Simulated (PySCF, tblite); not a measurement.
**C9H18: geometry, infrared bands and NMR shifts**

Aim: predict the infrared bands and NMR shifts of C9H18 (`CC(C)[C@@H]1CC[C@@H](C)C1`).

Computed with tblite 0.8.0 and PySCF 2.14.0, with density-fitted response routines of our own, on a single molecule in the gas phase. Atoms count from 0, in the outputs and in this text.

## (1) Starting geometry

27 atoms, charge 0, multiplicity 1; geometry from: force field or distance geometry start.

Bonds of the start (Å): C0–C1 1.54, C1–C2 1.51, C1–C3 1.50, C3–C4 1.52, C4–C5 1.54, C5–C6 1.51, C6–C7 1.49, C6–C8 1.53, C8–C3 1.50, C0–H9 1.12, C0–H10 1.09, C0–H11 1.12, C1–H12 1.11, C2–H13 1.11, C2–H14 1.12, C2–H15 1.11, C3–H16 1.12, C4–H17 1.13, C4–H18 1.10, C5–H19 1.09, C5–H20 1.12, C6–H21 1.10, C7–H22 1.09, C7–H23 1.11, C7–H24 1.12, C8–H25 1.09, C8–H26 1.11.

## (2) Relaxing the molecule with GFN2-xTB

What the job is given:

```
{"job": {"kind": "relax", "xc": "GFN2-xTB", "basis": "xTB"}, "charge": 0, "multiplicity": 1}
C      2.488000    -1.278100     0.218900
C      1.516800    -0.212000    -0.306900
C      2.345500     1.024300    -0.556200
C      0.372400     0.010900     0.643500
C     -0.451700    -1.246800     0.890900
C     -1.882500    -0.719700     0.713800
C     -1.652600     0.170000    -0.481200
C     -2.841800     0.953300    -0.921200
C     -0.545800     1.060400     0.091800
H      3.021400    -0.823100     1.091100
H      3.172400    -1.510600    -0.597900
H      1.944000    -2.199100     0.546500
H      1.116500    -0.550600    -1.279700
H      3.427500     0.771900    -0.631900
H      2.206300     1.702000     0.324500
H      2.043900     1.528600    -1.502600
H      0.787600     0.306300     1.641400
H     -0.309900    -2.017700     0.080900
H     -0.285800    -1.705100     1.881400
H     -2.588100    -1.536000     0.539500
H     -2.104700    -0.139200     1.639500
H     -1.251300    -0.442100    -1.298500
H     -3.800500     0.514200    -0.629500
H     -2.796400     1.039000    -2.030500
H     -2.855200     1.999100    -0.522300
H     -0.143000     1.614100    -0.750300
H     -0.953000     1.712400     0.898800
```

Run with:

```bash
OMP_NUM_THREADS=1 python probes_run.py task.json out
```

One launch serves the whole session: the jobs run in the order shown.

**Question.** This job is followed by: GFN2-xTB harmonic vibrations, gas phase; GIAO PBE0/pcSseg-1 NMR shielding, non-relativistic, gas phase. Predict these results of the whole session: strongest single infrared mode (GFN2-xTB); zero-point energy (GFN2-xTB); ¹³C shifts against TMS (PBE0/pcSseg-1); ¹H shifts against TMS (PBE0/pcSseg-1, means over atoms taken as alike).

**Answer**, as computed:

```
                                                              quantity                                                                       value
                             strongest single infrared mode (GFN2-xTB)                                                       2986 cm⁻¹, 142 km/mol
                                          zero-point energy (GFN2-xTB)                                                              157.6 kcal/mol
                                ¹³C shifts against TMS (PBE0/pcSseg-1)                    52.0, 42.2, 40.6, 40.5, 37.9, 37.4, 24.8, 24.4, 24.2 ppm
¹H shifts against TMS (PBE0/pcSseg-1, means over atoms taken as alike)  1.98, 1.87, 1.86, 1.51, 1.38, 1.32, 1.08, 1.07, 1.06, 1.03, 0.95, 0.93 ppm
```

What this shows: Over 175 steps the energy fell by 0.798 eV; of the close pairs, C3–C8 changed most, 1.500 to 1.542 Å. No mode is imaginary among the 75: a minimum at this level. The strongest single mode, at 2986 cm⁻¹, is carried by H25, H20, H17, H26. GFN2-xTB is a fitted tight-binding method: band positions and strengths are rough. Its intensities can rank the bands wrongly. At PBE0/pcSseg-1: The widest tensor belongs to C8: span 60 ppm, with a paramagnetic part of -104 ppm.
